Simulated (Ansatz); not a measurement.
# GeH6O2Si2: small, medium and large basis sets

An exercise on one series of results from a longer session: the logs are not shown, and one member is left open.

Method: one geometry, several basis sets; program: Ansatz 0.2.0, Gaussian basis.

The runs, in order: PBE0-D4/def2-SVP; ωB97M-V/def2-SVP; PBE0-D4/def2-QZVPP; ωB97M-V/def2-QZVPP; the functionals' def2-TZVPP values are taken from earlier runs.

### Structure used throughout

All runs share one geometry, relaxed beforehand with PBE0-D4 in a triple-zeta def2 set.

11 atoms, charge 0, spin multiplicity 1.

Atoms are counted from 1 here; the program's logs count them from 0.

Bond lengths: Si1–O2 1.641 Å, Si1–H6 1.490 Å, Si1–H7 1.485 Å, Si1–H8 1.485 Å, O2–Ge3 1.793 Å, Ge3–O4 1.775 Å, O4–Si5 1.651 Å, Si5–H9 1.486 Å, Si5–H10 1.485 Å, Si5–H11 1.486 Å. Angles: O2–Si1–H6 110.7°, O2–Si1–H7 109.5°, O2–Si1–H8 109.5°, H6–Si1–H7 108.9°, H6–Si1–H8 108.9°, H7–Si1–H8 109.4°, Si1–O2–Ge3 139.9°, O2–Ge3–O4 96.5°, Ge3–O4–Si5 133.6°, O4–Si5–H9 111.0°, O4–Si5–H10 107.4°, O4–Si5–H11 111.0°, H9–Si5–H10 109.1°, H9–Si5–H11 109.2°, H10–Si5–H11 109.1°.

The first run:

in.yaml reads:

```yaml
crystal:
  periodic: [false, false, false]
  atoms:
    - {symbol: Si, position_ang: [0.628475, 1.797845, 1.365640]}
    - {symbol: O, position_ang: [0.639545, 0.570196, 0.277229]}
    - {symbol: Ge, position_ang: [1.759536, -0.237149, -0.867183]}
    - {symbol: O, position_ang: [0.595256, -1.426910, -1.482400]}
    - {symbol: Si, position_ang: [-0.993333, -1.738737, -1.157691]}
    - {symbol: H, position_ang: [1.961786, 2.460947, 1.423781]}
    - {symbol: H, position_ang: [-0.390869, 2.802190, 0.968594]}
    - {symbol: H, position_ang: [0.298090, 1.263896, 2.711418]}
    - {symbol: H, position_ang: [-1.842683, -0.560870, -1.472546]}
    - {symbol: H, position_ang: [-1.407526, -2.878350, -2.014749]}
    - {symbol: H, position_ang: [-1.182877, -2.109958, 0.268508]}
basis:
  gaussian: {orbitals: def2-SVP}
hamiltonian: {xc: pbe0, dispersion: d4}
output: {orbitals: {seedname: orbitals}}
```

Started as:

```sh
> ansatz run in.yaml --threads 2 --pin off --events-out ev --progress --plain --max-ram 32768MiB --backend cpu
```

Among the steps run: PBE0-D4 in def2-SVP; ωB97M-V in def2-SVP; PBE0-D4 in def2-QZVPP; ωB97M-V in def2-QZVPP.

One table of the session follows, with a row left open; its other results are not shown here.

It belongs to the step «Functionals by basis». 

| functional | basis | HOMO (eV) | LUMO (eV) |
| --- | --- | --- | --- |
| PBE0-D4 | def2-SVP | -7.91 | -1.97 |
| PBE0-D4 | def2-TZVPP | ? | ? |
| PBE0-D4 | def2-QZVPP | -8.00 | -2.11 |
| ωB97M-V | def2-SVP | -10.12 | 0.02 |
| ωB97M-V | def2-TZVPP | -10.20 | -0.10 |
| ωB97M-V | def2-QZVPP | -10.24 | -0.25 |

Estimate the missing values for PBE0-D4, def2-TZVPP.

As computed: HOMO (eV): -7.97; LUMO (eV): -2.05. In the column «HOMO (eV)» it lies between PBE0-D4, def2-QZVPP (-8.00) and PBE0-D4, def2-SVP (-7.91).
